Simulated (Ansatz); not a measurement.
# EuAl2Ga2: the cost of one run

Program: the Python package of Ansatz 0.2.0. Level of theory: DFT LDA, plane waves, PAW. These are calculated values, not measurements.

## 1. The structure

Symmetry: I4/mmm, No. 139, tetragonal system. Conventional cell: a = 4.272 Å, b = 4.272 Å, c = 10.961 Å, α = 90.00°, β = 90.00°, γ = 90.00°. Eu (site symmetry 4/mmm) has 8 Ga at 3.27 Å and 8 Al at 3.47 Å as nearest neighbours. Around Al (site symmetry -4m2) lie 4 Ga at 2.60 Å. Around Ga (site symmetry 4mm) lie 1 Ga at 2.50 Å and 4 Al at 2.60 Å.

The script holds or builds the structure itself.

## 2. The script

vcrelax_eual2ga2.py reads:

```python
"""Cell relaxation of EuAl2Ga2."""

import ansatz
from ase import Atoms
from ase.neighborlist import neighbor_list
import numpy as np

def edges_and_angles(cell):
    cell = np.asarray(cell)
    a, b, c = np.linalg.norm(cell, axis=1)
    cosines = cell[1] @ cell[2] / (b * c), cell[0] @ cell[2] / (a * c), cell[0] @ cell[1] / (a * b)
    return (a, b, c, *np.degrees(np.arccos(cosines)))


def main() -> None:
    xtal = (
        ansatz.Lattice.of([-2.13615207, 2.13615207, 5.48060552], [2.13615207, -2.13615207, 5.48060552], [2.13615207, 2.13615207, -5.48060552])
        .atom("Eu", [0.0, 0.0, 0.0])
        .atom("Al", [0.75, 0.25, 0.5])
        .atom("Al", [0.25, 0.75, 0.5])
        .atom("Ga", [0.61412168, 0.61412168, 0.0])
        .atom("Ga", [0.38587832, 0.38587832, 0.0])
        .moments(Eu=7)
    )

    # every cell quantity that the symmetry leaves free
    model = xtal.calculation()
    model = model.kpoints(10, 10, 10, center="gamma").basis(420)
    model = model.occupations("Fermi-Dirac", width=0.15)
    model = model.functional("lda").spin("collinear")
    model = model.relax(cell=True)
    model = model.band_table()
    steps = []


    def collect(event):
        if event["event"] == "relax_step":
            steps.append(event["data"])


    done = model.session().plan().execute(on_event=collect)
    summary = done.report
    for s in steps:
        flag = "" if s["accepted"] else "  (rejected)"
        print("step %2d  E = %.5f eV  largest force component = %.4f eV/A%s" % (s["step"], s["lagrangian_ev"], s["allowed_force_max_ev_ang"], flag))

    first, last = steps[0], steps[-1]
    symbols = [site.symbol for site in done.lattice.sites]
    print(f"energy gained {first['lagrangian_ev'] - last['lagrangian_ev']:.4f} eV in {len(steps) - 1} steps")
    for label, vectors in (("before", first["cell_ang"]), ("after", done.lattice.cell_ang)):
        print(label, "a b c (A) {:.4f} {:.4f} {:.4f}  angles {:.2f} {:.2f} {:.2f}".format(*edges_and_angles(vectors)), f" V = {abs(np.linalg.det(vectors)):.3f} A^3")
    print("final stress xx yy zz (GPa, compression positive):", np.round(np.diag(summary["stress_gpa"]), 3) + 0.0)

    print("atom   start x y z (A)              end x y z (A)")
    for symbol, a, b in zip(symbols, first["positions_ang"], last["positions_ang"]):
        print(f"{symbol:3s}", " ".join(f"{v:8.4f}" for v in a), "  ", " ".join(f"{v:8.4f}" for v in b))

    final = Atoms(symbols, positions=last["positions_ang"], cell=done.lattice.cell_ang, pbc=True)
    i, j, d = neighbor_list("ijd", final, 4.5)
    print("neighbours within 1.1 times the shortest distance of each atom (A)")
    for atom in range(len(final)):
        near = [m for m in np.argsort(d) if i[m] == atom]
        shell = [m for m in near if d[m] < 1.1 * d[near[0]]]
        print(f"{symbols[atom]}{atom} ({len(shell)}):", ", ".join(f"{symbols[j[m]]} {d[m]:.3f}" for m in shell))

    energy = summary["free_energy_ev"]
    print("EuAl2Ga2: {:.6f} eV = {:.6f} Ry = {:.6f} Ha".format(energy, energy / 13.605693, energy / 27.211386))
    print("Fermi level {:.4f} eV, {} k-points, {} symmetry operations".format(summary["fermi_energy_ev"], summary["n_kpoints"], summary["n_symmetry_ops"]))

    fermi = summary["fermi_energy_ev"]
    print("levels less the Fermi level (eV) at the first k-points")
    for k, levels in list(zip(summary["kpoints_frac"], summary["eigenvalues_ev"]))[:6]:
        print("k = ({:.3f}, {:.3f}, {:.3f})".format(*k))
        print("   ", " ".join(f"{e - fermi:.3f}" for e in levels))

    edges = summary.get("band_edges_ev")
    if edges:
        print(f"band edges on the mesh: {edges[0]:.3f} and {edges[1]:.3f} eV, gap {edges[1] - edges[0]:.3f} eV")
    else:
        print("no band edges reported (a metal, or a gap too narrow for this smearing); Fermi level", round(summary["fermi_energy_ev"], 3), "eV")


if __name__ == "__main__":
    main()
```

## 3. Launch

Run with:

```sh
$ python vcrelax_eual2ga2.py
```

Q: Estimate wall time and peak memory on 1 thread of Arm Neoverse N1, shared host.

About 8.1 min, with a peak of 0.87 GiB.
